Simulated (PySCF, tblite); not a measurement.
# C3H11NSi2: geometry, infrared bands and NMR shifts

Aim: predict the infrared bands and NMR shifts of C3H11NSi2 (`[SiH3]N([SiH3])C1CC1`).

Computed with tblite 0.8.0 and PySCF 2.14.0, with density-fitted response routines of our own, on a single molecule in the gas phase. Atoms are numbered from 0 throughout.

## (1) Starting geometry

17 atoms, charge 0, multiplicity 1; geometry from: force field or distance geometry start.

Bonds of the start (Å): Si0–N1 1.78, N1–Si2 1.76, N1–C3 1.45, C3–C4 1.51, C4–C5 1.52, C5–C3 1.52, Si0–H6 1.46, Si0–H7 1.49, Si0–H8 1.48, Si2–H9 1.47, Si2–H10 1.50, Si2–H11 1.48, C3–H12 1.11, C4–H13 1.12, C4–H14 1.09, C5–H15 1.11, C5–H16 1.10.

## (2) Optimising the geometry with GFN2-xTB

The job: settings as JSON, then the geometry in Å.

```
{"job": {"kind": "relax", "xc": "GFN2-xTB", "basis": "xTB"}, "charge": 0, "multiplicity": 1}
Si    -0.850600     1.932300    -0.277200
N     -0.452300     0.204400    -0.421100
Si    -1.778800    -0.835900     0.077500
C      0.778900     0.017500     0.318000
C      1.438700    -1.333400     0.447500
C      1.917100    -0.367100    -0.620800
H     -0.433500     2.675900    -1.461600
H     -0.130300     2.521700     0.886100
H     -2.303700     2.065300    -0.016400
H     -2.604900    -0.319100     1.181600
H     -2.733400    -1.078300    -1.056800
H     -1.341500    -2.195300     0.474500
H      0.999500     0.781200     1.091800
H      2.150700    -1.389000     1.312500
H      0.883600    -2.229400     0.170800
H      1.639500    -0.688300    -1.641000
H      2.814200     0.249500    -0.475200
```

On the command line:

```sh
OMP_NUM_THREADS=1 python probes_run.py task.json out
```

This one command runs all jobs of the session in turn.

**Question.** This job is followed by: GFN2-xTB harmonic vibrations, gas phase; GIAO PBE0/pcSseg-1 NMR shielding, non-relativistic, gas phase. Predict these results of the whole session: strongest single infrared mode (GFN2-xTB); zero-point energy (GFN2-xTB); ¹³C shifts against TMS (PBE0/pcSseg-1, means over atoms taken as alike); ¹H shifts against TMS (PBE0/pcSseg-1, means over atoms taken as alike); ²⁹Si shifts against TMS (PBE0/pcSseg-1, means over atoms taken as alike); ¹⁵N shifts against NH3 (PBE0/pcSseg-1); surface potential, 1st and 99th percentile.

As calculated:

| quantity | value |
| --- | --- |
| strongest single infrared mode (GFN2-xTB) | 2311 cm⁻¹, 519 km/mol |
| zero-point energy (GFN2-xTB) | 78.3 kcal/mol |
| ¹³C shifts against TMS (PBE0/pcSseg-1, means over atoms taken as alike) | 33.6, 8.8 ppm |
| ¹H shifts against TMS (PBE0/pcSseg-1, means over atoms taken as alike) | 4.64, 2.47, 0.61, 0.58 ppm |
| ²⁹Si shifts against TMS (PBE0/pcSseg-1, means over atoms taken as alike) | -52.1 ppm |
| ¹⁵N shifts against NH3 (PBE0/pcSseg-1) | 8.5 ppm |
| surface potential, 1st and 99th percentile | -0.35 V and 1.07 V |

In words: Over 132 steps the energy fell by 0.831 eV; of the close pairs, C4–H13 changed most, 1.122 to 1.080 Å. All 45 modes are real, so the xTB geometry is a minimum. The strongest single mode, at 2311 cm⁻¹, moves mainly H8. Unscaled tight-binding wavenumbers are off by several per cent, some by more. Its intensities can rank the bands wrongly. At PBE0/pcSseg-1: The widest tensor belongs to Si0, Si2: span 116 ppm, with a paramagnetic part of -480 ppm.
